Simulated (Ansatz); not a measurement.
# InPPd5: the cost of one run

Computed with Ansatz 0.2.0 (DFT PBEsol, scalar-relativistic, plane waves, PAW, unless a step's input says otherwise).

### Step 1. Starting point

Symmetry: P4/mmm, No. 123, tetragonal system. Conventional cell: a = 3.953 Å, b = 3.953 Å, c = 6.970 Å, α = 90.00°, β = 90.00°, γ = 90.00°. In (site symmetry 4/mmm) has 12 Pd at 2.80 to 2.87 Å in its first shell of neighbours. P (site symmetry 4/mmm) has 8 Pd at 2.42 Å in its first shell of neighbours. Around Pd (site symmetry 2mm) lie 2 P at 2.42 Å. Pd (site symmetry 4/mmm) has 4 In at 2.80 Å and 8 Pd at 2.87 Å in its first shell of neighbours.

Structure file:

```
CELL_PARAMETERS angstrom
3.95301 0.00000 0.00000
0.00000 3.95301 0.00000
0.00000 0.00000 6.97024
ATOMIC_POSITIONS crystal
In 0.50000 0.50000 0.00000
P 0.00000 0.00000 0.50000
Pd 0.00000 0.50000 0.29907
Pd 0.00000 0.50000 0.70093
Pd 0.50000 0.00000 0.29907
Pd 0.50000 0.00000 0.70093
Pd 0.00000 0.00000 0.00000
```

(A quick probe on a coarse mesh, which set the mesh and smearing, is not shown.)

### Step 3. Coarse relaxation

Input file input.yaml:

```yaml
crystal:
  lattice:
    - [3.95300612, 0.0, 0.0]
    - [0.0, 3.95300612, 0.0]
    - [0.0, 0.0, 6.97024072]
  atoms:
    - { symbol: In, position: [0.5, 0.5, 0.0] }
    - { symbol: P, position: [0.0, 0.0, 0.5] }
    - { symbol: Pd, position: [0.0, 0.5, 0.29906566] }
    - { symbol: Pd, position: [0.0, 0.5, 0.70093434] }
    - { symbol: Pd, position: [0.5, 0.0, 0.29906566] }
    - { symbol: Pd, position: [0.5, 0.0, 0.70093434] }
    - { symbol: Pd, position: [0.0, 0.0, 0.0] }
basis:
  ecutwfc: 420
kpoints:
  mp_grid: { grid: [4, 4, 4] }
hamiltonian:
  xc: pbesol
scf:
  occupations: { method: gaussian, width: 0.1 }
  lower_state_search: "off"
output:
  forces: true
  stress: true
  eigenvalues: true
relax:
  adjacent_minimum: "off"
  f_tol: 0.04
  max_steps: 70
  cell: { stress_tol: 0.4 }
```

Started as:

```sh
$ ansatz run input.yaml --threads 1 --pin off --max-ram 2560MiB --backend cpu --events-out ev --progress --plain --runs-dir out
```

**Question.** How long does this run take on 1 thread of Arm Neoverse V1, shared host, and how much memory does it need?

About 44 s, with a peak of 0.43 GiB.
